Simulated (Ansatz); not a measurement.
# B2OPb: the cost of one run

Computed with Ansatz 0.2.0 (the levels named in each step, unless a step's input says otherwise).

## (1) The system as given

Bond lengths: O1–B2 1.207 Å, B2–B3 1.581 Å, B3–Pb4 2.203 Å. Angles: O1–B2–B3 180.0°, B2–B3–Pb4 180.0°.

Structure file:

```xyz
4

O     0.0000    0.0000   -2.2464
B     0.0000    0.0000   -1.0397
B     0.0000    0.0000    0.5413
Pb    0.0000    0.0000    2.7447
```

## (2) A rough first relaxation, PBE-D4/def2-SVPD

The input, input.yaml:

```yaml
crystal:
  periodic: [false, false, false]
  atoms:
    - { symbol: O, position_ang: [0.0, 0.0, -2.24639] }
    - { symbol: B, position_ang: [0.0, 0.0, -1.03969] }
    - { symbol: B, position_ang: [0.0, 0.0, 0.54135] }
    - { symbol: Pb, position_ang: [0.0, 0.0, 2.74473] }
magnetization:
  spin_polarized: true
  initial_magnetization: 1
total_charge: -1
basis:
  gaussian: { orbitals: def2-SVPD }
hamiltonian:
  xc: pbe
  dispersion: d4
relax:
  f_tol: 0.03
  max_steps: 200
```

On the command line:

```sh
ansatz run input.yaml --threads 4 --pin off --max-ram 10240MiB --backend cpu --events-out ev --progress --plain --runs-dir out
```

Q: Estimate wall time and peak memory on 4 threads of Intel Xeon Platinum 8488C (Sapphire Rapids), shared host.

About 6.7 s, with a peak of 0.23 GiB.
